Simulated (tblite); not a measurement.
# C6H13NSi2: the cost of one run

Computed with tblite 0.8.0 and PySCF 2.14.0, with density-fitted response routines of our own, on a single molecule in the gas phase. Atoms are numbered from 0 throughout.

## (1) Starting geometry

22 atoms, charge 0, multiplicity 1; geometry from: force field or distance geometry start.

Bonds of the start (Å): C0–Si1 1.87, Si1–Si2 2.19, Si1–C3 1.83, C3–N4 1.16, Si1–C5 1.85, C5–C6 1.52, C6–C7 1.54, C7–C8 1.52, C8–C5 1.53, C0–H9 1.13, C0–H10 1.12, C0–H11 1.12, Si2–H12 1.48, Si2–H13 1.46, Si2–H14 1.46, C5–H15 1.11, C6–H16 1.09, C6–H17 1.10, C7–H18 1.11, C7–H19 1.09, C8–H20 1.11, C8–H21 1.10.

## (2) Geometry optimisation with GFN2-xTB

What the job is given:

```
{"job": {"kind": "relax", "xc": "GFN2-xTB", "basis": "xTB"}, "charge": 0, "multiplicity": 1}
C     -1.866600    -0.883200     1.698200
Si    -0.981600    -0.385200     0.129300
Si    -1.902600     1.410000    -0.733600
C     -1.209500    -1.779600    -1.029000
N     -1.338800    -2.680100    -1.741200
C      0.833300    -0.230300     0.445400
C      1.615700    -0.757100    -0.752300
C      2.656700     0.314800    -0.371900
C      1.451300     1.120100     0.076600
H     -2.511300    -0.006100     2.014700
H     -2.538500    -1.758900     1.508800
H     -1.181900    -1.084400     2.555800
H     -3.151300     1.048600    -1.450400
H     -2.309000     2.295500     0.359300
H     -1.017000     2.148400    -1.630500
H      1.226200    -0.574400     1.422100
H      1.956800    -1.785000    -0.678100
H      1.132400    -0.460100    -1.696900
H      3.264900    -0.069000     0.473800
H      3.211200     0.725200    -1.215600
H      1.702800     1.756800     0.955700
H      0.946400     1.653200    -0.741700
```

The run is started by

```
OMP_NUM_THREADS=1 python probes_run.py task.json out
```

This one command runs all jobs of the session in turn.

Q: Estimate the wall time of this first job on 1 thread of Arm Neoverse N1, shared host.

About 3.8 s.
